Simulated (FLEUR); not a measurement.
# Sn3Te (Pm-3m) in FLEUR: a series of runs

Runs on Sn3Te. Level: r2SCAN. Tasks: band structure, equation of state.

Everything below comes from runs of FLEUR MaX-R8.1 (later development tree). Logs are shortened: lines on timing, memory, paths and dates and some standing lists are left out, and cuts for length are marked.

## 1. Starting point

Symmetry: Pm-3m, No. 221, cubic system. The conventional cell has a = 4.866 Å, b = 4.866 Å, c = 4.866 Å, α = 90.00°, β = 90.00°, γ = 90.00°. Te (site symmetry m-3m) is surrounded by 12 Sn at 3.44 Å. Sn (site symmetry 4/mmm) is surrounded by 4 Te at 3.44 Å and 8 Sn at 3.44 Å.

The cell comes from a database or a generator and needn't be the stable form of this composition.

## 2. Band structure, r2SCAN

The input, inp.xml:

```xml
<?xml version="1.0" encoding="UTF-8" standalone="no"?>
<fleurInput fleurInputVersion="0.39">
   <comment>
      Sn3Te                                                                                               
   </comment>
   <calculationSetup>
      <cutoffs Kmax="4.1" Gmax="12.7" GmaxXC="12.7" numbands="0"/>
      <scfLoop itmax="80" minDistance="0.0001" maxIterBroyd="30" imix="Anderson" alpha="0.05" precondParam="0.0" spinf="2.0" sdNocoIR="T"/>
      <coreElectrons ctail="F" frcor="F" kcrel="0" coretail_lmax="0"/>
      <xcFunctional name="LibXC" relativisticCorrections="F">
         <LibXCName exchange="mgga_x_r2scan" correlation="mgga_c_r2scan"/>
         <AuxGGA exchange="117" correlation="130"/>
      </xcFunctional>
      <magnetism jspins="1"/>
      <soc l_soc="F" theta="0.0" phi="0.0" spav="F"/>
      <expertModes spex="0" secvar="F"/>
      <geometryOptimization l_f="F" forcealpha="1.0" forcemix="BFGS" epsdisp="0.00001" epsforce="0.00001"/>
      <ldaU l_linMix="F" mixParam="0.05" spinf="1.0"/>
   </calculationSetup>
   <cell>
      <bzIntegration valenceElectrons="88.0" mode="hist" fermiSmearingEnergy="0.00183747">
         <kPointListSelection listName="default-1"/>
         <!-- k-points included here -->
         <xi:include xmlns:xi="http://www.w3.org/2001/XInclude" href="kpts.xml"> </xi:include>
      </bzIntegration>
      <!-- symmetry operations included here -->
      <xi:include xmlns:xi="http://www.w3.org/2001/XInclude" href="sym.xml"> </xi:include>
[... 39 lines left out ...]
         <lo type="SCLO" l="2" n="4" eDeriv="2"/>
         <lo type="SCLO" l="3" n="4" eDeriv="2"/>
      </species>
   </atomSpecies>
   <atomGroups>
      <atomGroup species="Tellurium (Te)">
         <relPos label="                   1">.0000000000 .0000000000 .0000000000</relPos>
         <force calculate="T" relaxXYZ="TTT"/>
      </atomGroup>
      <atomGroup species="Tin (Sn)">
         <relPos label="                   2">.0000000000 1.000/2.000 1.000/2.000</relPos>
         <relPos label="                   3">1.000/2.000 .0000000000 1.000/2.000</relPos>
         <relPos label="                   4">1.000/2.000 1.000/2.000 .0000000000</relPos>
         <force calculate="T" relaxXYZ="TTT"/>
      </atomGroup>
   </atomGroups>
   <output dos="F" band="F" slice="F">
      <checks vchk="F" cdinf="F"/>
      <bandDOS minEnergy="-.5*Htr" maxEnergy="0.5*Htr" sigma="0.015" storeEVData="T"/>
      <vacuumDOS vacdos="F" integ="F" star="F" nstars="0" locx1="0.0" locy1="0.0" locx2="0.0" locy2="0.0" nstm="0" tworkf="0.0"/>
      <unfoldingBand unfoldBand="F" supercellX="1" supercellY="1" supercellZ="1"/>
      <plotting iplot="0" polar="F">
         <plot TwoD="T" vec1="  1.0  0.0  0.0" vec2="  0.0  1.0  0.0" vec3="  0.0  0.0  1.0" zero="  0.0  0.0  0.0" file="plot"/>
      </plotting>
      <chargeDensitySlicing numkpt="0" minEigenval="0.0" maxEigenval="0.0" nnne="0" pallst="F"/>
      <specialOutput eonly="F"/>
      <moessbauerParams electricFieldGradient="T" isomerShift="T" coreHyperfine="T" valenceHyperfine="T"/>
      <magneticCircularDichroism mcd="F" energyLo="-10.0" energyUp="0.0"/>
   </output>
  <!-- We include the file relax.xml here to enable relaxations (see documentation) -->
  <xi:include xmlns:xi="http://www.w3.org/2001/XInclude" href="relax.xml"> <xi:fallback/> </xi:include>
</fleurInput>
```

The input, crystal.txt:

```
Sn3Te
&input cartesian=F /
4.8656220000  0.0000000000  0.0000000000
0.0000000000  4.8656220000  0.0000000000
0.0000000000  0.0000000000  4.8656220000
1.8897261246
1.0 1.0 1.0

4
52 0.0000000000  0.0000000000  0.0000000000
50 0.0000000000  0.5000000000  0.5000000000
50 0.5000000000  0.0000000000  0.5000000000
50 0.5000000000  0.5000000000  0.0000000000

&kpt div1=6 div2=6 div3=6 gamma=T /
```

The input, inp.xml (bands):

```
<?xml version="1.0" encoding="UTF-8" standalone="no"?>
<fleurInput fleurInputVersion="0.39">
   <comment>
      Sn3Te                                                                                               
   </comment>
   <calculationSetup>
      <cutoffs Kmax="4.1" Gmax="12.7" GmaxXC="12.7" numbands="0"/>
      <scfLoop itmax="80" minDistance="0.0001" maxIterBroyd="30" imix="Anderson" alpha="0.05" precondParam="0.0" spinf="2.0" sdNocoIR="T"/>
      <coreElectrons ctail="F" frcor="F" kcrel="0" coretail_lmax="0"/>
      <xcFunctional name="LibXC" relativisticCorrections="F">
         <LibXCName exchange="mgga_x_r2scan" correlation="mgga_c_r2scan"/>
         <AuxGGA exchange="117" correlation="130"/>
      </xcFunctional>
      <magnetism jspins="1"/>
      <soc l_soc="F" theta="0.0" phi="0.0" spav="F"/>
      <expertModes spex="0" secvar="F"/>
      <geometryOptimization l_f="F" forcealpha="1.0" forcemix="BFGS" epsdisp="0.00001" epsforce="0.00001"/>
      <ldaU l_linMix="F" mixParam="0.05" spinf="1.0"/>
   </calculationSetup>
   <cell>
      <bzIntegration valenceElectrons="88.0" mode="hist" fermiSmearingEnergy="0.00183747">
         <kPointListSelection listName="path-1"/>
         <!-- k-points included here -->
         <xi:include xmlns:xi="http://www.w3.org/2001/XInclude" href="kpts.xml"> </xi:include>
      </bzIntegration>
      <!-- symmetry operations included here -->
      <xi:include xmlns:xi="http://www.w3.org/2001/XInclude" href="sym.xml"> </xi:include>
[... 39 lines left out ...]
         <lo type="SCLO" l="2" n="4" eDeriv="2"/>
         <lo type="SCLO" l="3" n="4" eDeriv="2"/>
      </species>
   </atomSpecies>
   <atomGroups>
      <atomGroup species="Tellurium (Te)">
         <relPos label="                   1">.0000000000 .0000000000 .0000000000</relPos>
         <force calculate="T" relaxXYZ="TTT"/>
      </atomGroup>
      <atomGroup species="Tin (Sn)">
         <relPos label="                   2">.0000000000 1.000/2.000 1.000/2.000</relPos>
         <relPos label="                   3">1.000/2.000 .0000000000 1.000/2.000</relPos>
         <relPos label="                   4">1.000/2.000 1.000/2.000 .0000000000</relPos>
         <force calculate="T" relaxXYZ="TTT"/>
      </atomGroup>
   </atomGroups>
   <output dos="F" band="T" slice="F">
      <checks vchk="F" cdinf="F"/>
      <bandDOS minEnergy="-.5*Htr" maxEnergy="0.5*Htr" sigma="0.015" storeEVData="T"/>
      <vacuumDOS vacdos="F" integ="F" star="F" nstars="0" locx1="0.0" locy1="0.0" locx2="0.0" locy2="0.0" nstm="0" tworkf="0.0"/>
      <unfoldingBand unfoldBand="F" supercellX="1" supercellY="1" supercellZ="1"/>
      <plotting iplot="0" polar="F">
         <plot TwoD="T" vec1="  1.0  0.0  0.0" vec2="  0.0  1.0  0.0" vec3="  0.0  0.0  1.0" zero="  0.0  0.0  0.0" file="plot"/>
      </plotting>
      <chargeDensitySlicing numkpt="0" minEigenval="0.0" maxEigenval="0.0" nnne="0" pallst="F"/>
      <specialOutput eonly="F"/>
      <moessbauerParams electricFieldGradient="T" isomerShift="T" coreHyperfine="T" valenceHyperfine="T"/>
      <magneticCircularDichroism mcd="F" energyLo="-10.0" energyUp="0.0"/>
   </output>
  <!-- We include the file relax.xml here to enable relaxations (see documentation) -->
  <xi:include xmlns:xi="http://www.w3.org/2001/XInclude" href="relax.xml"> <xi:fallback/> </xi:include>
</fleurInput>
```

Potentials or basis: all-electron, FLAPW.

Run with:

```bash
> inpgen -f crystal.txt -profile fastHighL
> # inp.xml edited to the form shown
> fleur_MPI
> fleur_MPI   # second run, on inp.xml (bands)
```

What it wrote:

```text
Welcome to FLEUR        (www.flapw.de)
      MaX-Release 8.1          (www.max-centre.eu)
 func_ids         498         497         498         497
 MetaGGA potential functional detected - V_tau will be computed
 Auxiliary Potential for radial basis: exchange=         117  correlation=         130
The functional 'Re-regularized SCAN exchange by Furness et al' is an exchange functional, it belongs to the 'MGGA' family and is defined in the reference(s):
[1] J. W. Furness, A. D. Kaplan, J. Ning, J. P. Perdew, and J. Sun.,  J. Phys. Chem. Lett. 11, 8208-8215 (2020)
[2] J. W. Furness, A. D. Kaplan, J. Ning, J. P. Perdew, and J. Sun.,  J. Phys. Chem. Lett. 11, 9248-9248 (2020)
The functional 'Re-regularized SCAN correlation by Furness et al' is a correlation functional, it belongs to the 'MGGA' family and is defined in the reference(s):
[1] J. W. Furness, A. D. Kaplan, J. Ning, J. P. Perdew, and J. Sun.,  J. Phys. Chem. Lett. 11, 8208-8215 (2020)
[2] J. W. Furness, A. D. Kaplan, J. Ning, J. P. Perdew, and J. Sun.,  J. Phys. Chem. Lett. 11, 9248-9248 (2020)
 Using same functional for VXC and EXC

 ========== k-point set info ==========
 Selected k-point list: default-1
 k-point list type: mesh
 6 x 6 x 6
 Number of k points: 20

 ------------Calculation Setup---------------------------
 Number of MPI-tasks      :            1
 Number of PE/node        :            1
 Number of OMP-threads    :            1
 Most efficient MPI parallelization for:
           1           2           4           5          10          20
 Additional eigenvalue parallelization possible
 Number of basis functions:         1090
 Approximate size of matrices (H+S) per k-point:         0.018 GB
 --------------------------------------------------------
The functional 'Hammer, Hansen, and Norskov' is an exchange functional, it belongs to the 'GGA' family and is defined in the reference(s):
[... 6 lines left out ...]
 Reset of history
 Reset of history
 Iteration:     1   Distance:      24.66722964 me/bohr^3
The functional 'Hammer, Hansen, and Norskov' is an exchange functional, it belongs to the 'GGA' family and is defined in the reference(s):
[1] B. Hammer, L. B. Hansen, and J. K. Nørskov.,  Phys. Rev. B 59, 7413 (1999)
The functional 'Perdew, Burke & Ernzerhof' is a correlation functional, it belongs to the 'GGA' family and is defined in the reference(s):
[1] J. P. Perdew, K. Burke, and M. Ernzerhof.,  Phys. Rev. Lett. 77, 3865 (1996)
[2] J. P. Perdew, K. Burke, and M. Ernzerhof.,  Phys. Rev. Lett. 78, 1396 (1997)
 Using same functional for VXC and EXC
 Iteration:     2   Distance:      23.33410716 me/bohr^3
The functional 'Hammer, Hansen, and Norskov' is an exchange functional, it belongs to the 'GGA' family and is defined in the reference(s):
[1] B. Hammer, L. B. Hansen, and J. K. Nørskov.,  Phys. Rev. B 59, 7413 (1999)
The functional 'Perdew, Burke & Ernzerhof' is a correlation functional, it belongs to the 'GGA' family and is defined in the reference(s):
[1] J. P. Perdew, K. Burke, and M. Ernzerhof.,  Phys. Rev. Lett. 77, 3865 (1996)
[2] J. P. Perdew, K. Burke, and M. Ernzerhof.,  Phys. Rev. Lett. 78, 1396 (1997)
 Using same functional for VXC and EXC
 Iteration:     3   Distance:      22.15238197 me/bohr^3
The functional 'Hammer, Hansen, and Norskov' is an exchange functional, it belongs to the 'GGA' family and is defined in the reference(s):
[1] B. Hammer, L. B. Hansen, and J. K. Nørskov.,  Phys. Rev. B 59, 7413 (1999)
The functional 'Perdew, Burke & Ernzerhof' is a correlation functional, it belongs to the 'GGA' family and is defined in the reference(s):
[1] J. P. Perdew, K. Burke, and M. Ernzerhof.,  Phys. Rev. Lett. 77, 3865 (1996)
[2] J. P. Perdew, K. Burke, and M. Ernzerhof.,  Phys. Rev. Lett. 78, 1396 (1997)
 Using same functional for VXC and EXC
 Iteration:     4   Distance:       1.13944762 me/bohr^3
The functional 'Hammer, Hansen, and Norskov' is an exchange functional, it belongs to the 'GGA' family and is defined in the reference(s):
[1] B. Hammer, L. B. Hansen, and J. K. Nørskov.,  Phys. Rev. B 59, 7413 (1999)
The functional 'Perdew, Burke & Ernzerhof' is a correlation functional, it belongs to the 'GGA' family and is defined in the reference(s):
[1] J. P. Perdew, K. Burke, and M. Ernzerhof.,  Phys. Rev. Lett. 77, 3865 (1996)
[2] J. P. Perdew, K. Burke, and M. Ernzerhof.,  Phys. Rev. Lett. 78, 1396 (1997)
 Using same functional for VXC and EXC
 Iteration:     5   Distance:       0.34917049 me/bohr^3
The functional 'Hammer, Hansen, and Norskov' is an exchange functional, it belongs to the 'GGA' family and is defined in the reference(s):
[1] B. Hammer, L. B. Hansen, and J. K. Nørskov.,  Phys. Rev. B 59, 7413 (1999)
The functional 'Perdew, Burke & Ernzerhof' is a correlation functional, it belongs to the 'GGA' family and is defined in the reference(s):
[1] J. P. Perdew, K. Burke, and M. Ernzerhof.,  Phys. Rev. Lett. 77, 3865 (1996)
[2] J. P. Perdew, K. Burke, and M. Ernzerhof.,  Phys. Rev. Lett. 78, 1396 (1997)
 Using same functional for VXC and EXC
 Iteration:     6   Distance:       0.31789726 me/bohr^3
The functional 'Hammer, Hansen, and Norskov' is an exchange functional, it belongs to the 'GGA' family and is defined in the reference(s):
[1] B. Hammer, L. B. Hansen, and J. K. Nørskov.,  Phys. Rev. B 59, 7413 (1999)
The functional 'Perdew, Burke & Ernzerhof' is a correlation functional, it belongs to the 'GGA' family and is defined in the reference(s):
[1] J. P. Perdew, K. Burke, and M. Ernzerhof.,  Phys. Rev. Lett. 77, 3865 (1996)
[2] J. P. Perdew, K. Burke, and M. Ernzerhof.,  Phys. Rev. Lett. 78, 1396 (1997)
 Using same functional for VXC and EXC
[... 33 lines left out ...]
[2] J. P. Perdew, K. Burke, and M. Ernzerhof.,  Phys. Rev. Lett. 78, 1396 (1997)
 Using same functional for VXC and EXC
 Iteration:    12   Distance:       0.00090211 me/bohr^3
The functional 'Hammer, Hansen, and Norskov' is an exchange functional, it belongs to the 'GGA' family and is defined in the reference(s):
[1] B. Hammer, L. B. Hansen, and J. K. Nørskov.,  Phys. Rev. B 59, 7413 (1999)
The functional 'Perdew, Burke & Ernzerhof' is a correlation functional, it belongs to the 'GGA' family and is defined in the reference(s):
[1] J. P. Perdew, K. Burke, and M. Ernzerhof.,  Phys. Rev. Lett. 77, 3865 (1996)
[2] J. P. Perdew, K. Burke, and M. Ernzerhof.,  Phys. Rev. Lett. 78, 1396 (1997)
 Using same functional for VXC and EXC
 Iteration:    13   Distance:       0.00068651 me/bohr^3
The functional 'Hammer, Hansen, and Norskov' is an exchange functional, it belongs to the 'GGA' family and is defined in the reference(s):
[1] B. Hammer, L. B. Hansen, and J. K. Nørskov.,  Phys. Rev. B 59, 7413 (1999)
The functional 'Perdew, Burke & Ernzerhof' is a correlation functional, it belongs to the 'GGA' family and is defined in the reference(s):
[1] J. P. Perdew, K. Burke, and M. Ernzerhof.,  Phys. Rev. Lett. 77, 3865 (1996)
[2] J. P. Perdew, K. Burke, and M. Ernzerhof.,  Phys. Rev. Lett. 78, 1396 (1997)
 Using same functional for VXC and EXC
 Iteration:    14   Distance:       0.00034200 me/bohr^3
The functional 'Hammer, Hansen, and Norskov' is an exchange functional, it belongs to the 'GGA' family and is defined in the reference(s):
[1] B. Hammer, L. B. Hansen, and J. K. Nørskov.,  Phys. Rev. B 59, 7413 (1999)
The functional 'Perdew, Burke & Ernzerhof' is a correlation functional, it belongs to the 'GGA' family and is defined in the reference(s):
[1] J. P. Perdew, K. Burke, and M. Ernzerhof.,  Phys. Rev. Lett. 77, 3865 (1996)
[2] J. P. Perdew, K. Burke, and M. Ernzerhof.,  Phys. Rev. Lett. 78, 1396 (1997)
 Using same functional for VXC and EXC
 Iteration:    15   Distance:       0.00011136 me/bohr^3
The functional 'Hammer, Hansen, and Norskov' is an exchange functional, it belongs to the 'GGA' family and is defined in the reference(s):
[1] B. Hammer, L. B. Hansen, and J. K. Nørskov.,  Phys. Rev. B 59, 7413 (1999)
The functional 'Perdew, Burke & Ernzerhof' is a correlation functional, it belongs to the 'GGA' family and is defined in the reference(s):
[1] J. P. Perdew, K. Burke, and M. Ernzerhof.,  Phys. Rev. Lett. 77, 3865 (1996)
[2] J. P. Perdew, K. Burke, and M. Ernzerhof.,  Phys. Rev. Lett. 78, 1396 (1997)
 Using same functional for VXC and EXC
 Iteration:    16   Distance:       0.00009374 me/bohr^3

 ********************************************************************
 Run finished successfully
 Stop message:
   all done
 ********************************************************************
```

Wall time 5.1 min (1 thread of Arm Neoverse V2, shared host); peak memory 0.11 GiB.

What came out:

| Property | Result |
| --- | --- |
| Free energy | -689382.5993 eV |
| Band gap along the path | none (metal or under the smearing width) |
| Valence electrons inside the program's atomic spheres | Te 20.04; Sn 20.11 (radii Te 2.66, Sn 2.66 bohr) |

Levels at the corners of the path, in eV from the Fermi level:
| point | band 41 | band 42 | band 43 | band 44 | band 45 | band 46 |
| --- | --- | --- | --- | --- | --- | --- |
| Γ | -4.47 | -4.47 | 0.38 | 0.38 | 0.38 | 2.06 |
| X | -3.30 | -1.86 | -1.86 | -1.58 | -0.22 | 2.06 |
| M | -1.96 | -1.96 | -1.86 | -0.66 | -0.09 | -0.09 |
| Γ | -4.47 | -4.47 | 0.38 | 0.38 | 0.38 | 2.06 |
| R | -5.43 | -5.43 | -4.59 | 2.99 | 2.99 | 2.99 |
| X | -3.30 | -1.86 | -1.86 | -1.58 | -0.22 | 2.06 |
| M | -1.96 | -1.96 | -1.86 | -0.66 | -0.09 | -0.09 |
| R | -5.43 | -5.43 | -4.59 | 2.99 | 2.99 | 2.99 |

Core levels (eV from the Fermi level):
| atom | levels |
| --- | --- |
| 1 Te | 1s1/2 -31604.8, 2s1/2 -4841.4, 2p1/2 -4535.1, 2p3/2 -4260.6, 3s1/2 -960.0, 3p1/2 -834.2, 3p3/2 -783.0, 4s1/2 -159.8, 3d3/2 -561.4, 3d5/2 -550.7 |
| 2 Sn | 1s1/2 -28993.0, 2s1/2 -4372.1, 2p1/2 -4083.1, 2p3/2 -3852.4, 3s1/2 -840.4, 3p1/2 -723.0, 3p3/2 -680.9, 3d3/2 -473.9, 3d5/2 -465.2 |
| 3 Sn | 1s1/2 -28993.0, 2s1/2 -4372.1, 2p1/2 -4083.1, 2p3/2 -3852.4, 3s1/2 -840.4, 3p1/2 -723.0, 3p3/2 -680.9, 3d3/2 -473.9, 3d5/2 -465.2 |
| 4 Sn | 1s1/2 -28993.0, 2s1/2 -4372.1, 2p1/2 -4083.1, 2p3/2 -3852.4, 3s1/2 -840.4, 3p1/2 -723.0, 3p3/2 -680.9, 3d3/2 -473.9, 3d5/2 -465.2 |

Caveat: the meta-GGA is that of a development version, with a GGA for the radial functions and cores and without core tails; spin-orbit coupling is left out, which moves the levels of the heavy elements.

(Continued in part 2 of 2.)
